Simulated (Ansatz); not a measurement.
The system is PtSe.

```
Pt Se
1.0
     0.00000    2.79841    2.79841
     2.79841    0.00000    2.79841
     2.79841    2.79841    0.00000
Pt Se
1 1
Direct
  0.50000 0.50000 0.50000
  0.00000 0.00000 0.00000
```

The cell comes from a database or a generator and needn't be the stable form of this composition.

- Program: Ansatz 0.2.0
- Task: relaxation of cell and atoms
- Functional: PBEsol0
- Potentials or basis: Ansatz PAW
- Cutoff: 420 eV (not typed: the program's choice for these potentials)
- k mesh: 4 × 4 × 4
- Occupations: fermi-dirac, width 0.05 eV
- Spin: no spin polarisation

At the start: volume 21.91 Å³/atom.

Question: Where does the relaxation end?

Answer: It ends after 6 steps and the volume is 17.82 Å³/atom (-18.7 %); space group Fm-3m (No. 225, to 0.05 Å).

The path:
```tsv
step	energy change (eV)	largest force (eV/Å)	volume (Å³)
1	0.0000	0.0000	43.83
2	-0.5521	0.0000	37.73
3	-0.5877	0.0000	34.53
4	-0.6051	0.0000	35.78
5	-0.6054	0.0000	35.65
6	-0.6030	0.0000	35.65
```

Final structure:
```xyz
2
Lattice="0.0000 2.6121 2.6121 2.6121 0.0000 2.6121 2.6121 2.6121 0.0000" Properties=species:S:1:pos:R:3 pbc="T T T"
Pt    2.6121    2.6121    2.6121
Se    0.0000    0.0000    0.0000
```

Caveat: the k mesh is coarse (spacing up to 0.49 Å⁻¹), so the values aren't converged, least of all with exact exchange; the volume moved by over 15 % at a fixed basis, so the end points are rough; the plane-wave basis is chosen anew once the cell has moved, so the energies of steps on either side of that aren't comparable; the PAW data sets come from PBE, with cores solved anew for the run's functional, which leaves a small shift of forces and pressure.
